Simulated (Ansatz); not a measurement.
# BBr2Cl: the cost of one run

Computed with Ansatz 0.2.0, driven from Python. Level of theory: PBE0+D4/def2-TZVP.

## (1) Starting point

Bond lengths: Cl1–B2 1.881 Å, B2–Br3 1.977 Å, B2–Br4 1.962 Å. Angles: Cl1–B2–Br3 119.4°, Cl1–B2–Br4 122.6°, Br3–B2–Br4 118.0°.

The script holds or builds the structure itself.

## (2) The script

Contents of tae_bbr2cl.py:

```python
"""Atomisation energy of BBr2Cl at the given geometry."""

from collections import Counter
from dataclasses import dataclass

import ansatz as az


@dataclass(frozen=True)
class Settings:
    basis: str = "def2-TZVP"
    functional: str = "PBE0"
    dispersion: str = "d4"


cfg = Settings()


def single_point(molecule, charge=0, unpaired=0):
    calc = (
        molecule.calculation()
        .basis(gaussian=cfg.basis)
        .functional(cfg.functional, dispersion=cfg.dispersion)
    )
    if charge:
        calc = calc.charge(charge)
    if unpaired:
        calc = calc.spin("collinear", total=unpaired)
    report = calc.run().report
    if report["published_state_doubts"]:
        print("  doubts:", report["published_state_doubts"])
    return report["free_energy_ev"]


def main() -> None:
    geometry_ang = [
        ("Cl", (-0.1761, -1.7967, 0.6776)),
        ("B", (-0.0134, -0.0466, 0.0071)),
        ("Br", (1.3348, 1.1696, 0.7897)),
        ("Br", (-1.0898, 0.6134, -1.4948)),
    ]
    geometry = az.Crystal.molecule()
    for symbol, xyz in geometry_ang:
        geometry = geometry.atom(symbol, xyz)

    # unpaired electrons of the ground-state atoms
    unpaired = {"Cl": 1, "B": 1, "Br": 1}
    counts = Counter(site.symbol for site in geometry.cartesian_sites)
    atom_energy = {s: single_point(az.Crystal.molecule().atom(s, (0, 0, 0)), 0, unpaired[s]) for s in counts}
    whole = single_point(geometry, 0, 0)
    for s, e in atom_energy.items():
        print(f"{s:2s} x{counts[s]}  {e:14.5f} eV")
    print(f"BBr2Cl: {whole:.5f} eV")
    split = sum(counts[s] * e for s, e in atom_energy.items()) - whole
    print(f"atomisation energy (no zero-point term): {split:.3f} eV, {split / sum(counts.values()):.3f} eV an atom")


if __name__ == "__main__":
    main()
```

## (3) What the engine is handed

The package turns the script's settings into the engine's input (first run):

```yaml
crystal:
  periodic: [false, false, false]
  atoms:
    - { symbol: Cl, position_ang: [0.0, 0.0, 0.0] }
basis:
  gaussian:
    orbitals: def2-TZVP
hamiltonian:
  xc: pbe0
  dispersion: d4
magnetization:
  spin_polarized: true
  initial_magnetization: 1.0
```

## (4) Launch

Run with:

```console
$ python tae_bbr2cl.py
```

What time and memory should one allow on 1 thread of Arm Neoverse V2, shared host?

About 6.9 s, with a peak of 0.5 GiB.
